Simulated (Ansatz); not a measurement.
**CH₆BNOSi: basis-set convergence**

An exercise on one series of results from a longer session: the logs are not shown, and one member is left open.

Method: one geometry, several basis sets; program: Ansatz 0.2.0, Gaussian basis.

Levels to be run: PBE0-D4/def2-SVP; ωB97M-V/def2-SVP; PBE0-D4/def2-QZVPP; ωB97M-V/def2-QZVPP; the functionals' def2-TZVPP values are taken from earlier runs.

### The geometry

All runs share one geometry, relaxed beforehand with PBE0-D4 in a triple-zeta def2 set.

11 atoms, charge 0, spin multiplicity 1.

Atoms are counted from 1 here; the program's logs count them from 0.

Bond lengths: B1–Si2 1.979 Å, B1–H6 1.193 Å, B1–H7 1.194 Å, Si2–O3 1.645 Å, Si2–C4 1.852 Å, Si2–N5 1.715 Å, O3–H8 0.959 Å, C4–N5 1.490 Å, C4–H9 1.087 Å, C4–H10 1.092 Å, N5–H11 1.008 Å. Angles: Si2–B1–H6 119.2°, Si2–B1–H7 121.6°, H6–B1–H7 119.0°, B1–Si2–O3 112.1°, B1–Si2–C4 120.6°, B1–Si2–N5 120.1°, O3–Si2–C4 119.8°, O3–Si2–N5 121.5°, C4–Si2–N5 49.2°, Si2–O3–H8 118.1°, Si2–C4–N5 60.6°, Si2–C4–H9 126.1°, Si2–C4–H10 115.5°, N5–C4–H9 115.0°, N5–C4–H10 117.2°, H9–C4–H10 112.6°, Si2–N5–C4 70.2°, Si2–N5–H11 129.5° and more.

The first run:

Input file in.yaml:

```yaml
crystal:
  periodic: [false, false, false]
  atoms:
    - {symbol: B, position_ang: [-0.678082, 1.709243, 1.022849]}
    - {symbol: Si, position_ang: [0.296093, 0.304829, 0.025654]}
    - {symbol: O, position_ang: [1.570396, 0.914451, -0.818014]}
    - {symbol: C, position_ang: [-0.592843, -1.191435, -0.606142]}
    - {symbol: N, position_ang: [0.286650, -1.314599, 0.590267]}
    - {symbol: H, position_ang: [-1.332004, 1.402066, 1.972665]}
    - {symbol: H, position_ang: [-0.708258, 2.840184, 0.641589]}
    - {symbol: H, position_ang: [2.058353, 0.320860, -1.391289]}
    - {symbol: H, position_ang: [-1.638602, -1.435538, -0.434860]}
    - {symbol: H, position_ang: [-0.215754, -1.600093, -1.546400]}
    - {symbol: H, position_ang: [1.019450, -2.006970, 0.564280]}
basis:
  gaussian: {orbitals: def2-SVP}
hamiltonian: {xc: pbe0, dispersion: d4}
output: {orbitals: {seedname: orbitals}}
```

The run is started by

```sh
$ ansatz run in.yaml --threads 4 --pin off --events-out ev --progress --plain --max-ram 10444MiB
```

Steps of the session up to this table: PBE0-D4 in def2-SVP; ωB97M-V in def2-SVP; PBE0-D4 in def2-QZVPP; ωB97M-V in def2-QZVPP.

One table of the session follows, with a row left open; its other results are not shown here.

It belongs to the step «Density functionals: the series». 

| functional | basis | HOMO (eV) | LUMO (eV) |
| --- | --- | --- | --- |
| PBE0-D4 | def2-SVP | -6.36 | -2.40 |
| PBE0-D4 | def2-TZVPP | -6.52 | -2.53 |
| PBE0-D4 | def2-QZVPP | -6.55 | -2.56 |
| ωB97M-V | def2-SVP | -8.53 | -0.40 |
| ωB97M-V | def2-TZVPP | -8.71 | -0.62 |
| ωB97M-V | def2-QZVPP | ? | ? |

Q: Estimate the row for ωB97M-V, def2-QZVPP from the others.

The run gave: HOMO (eV): -8.74; LUMO (eV): -0.67. In the column «HOMO (eV)» it is the lowest.
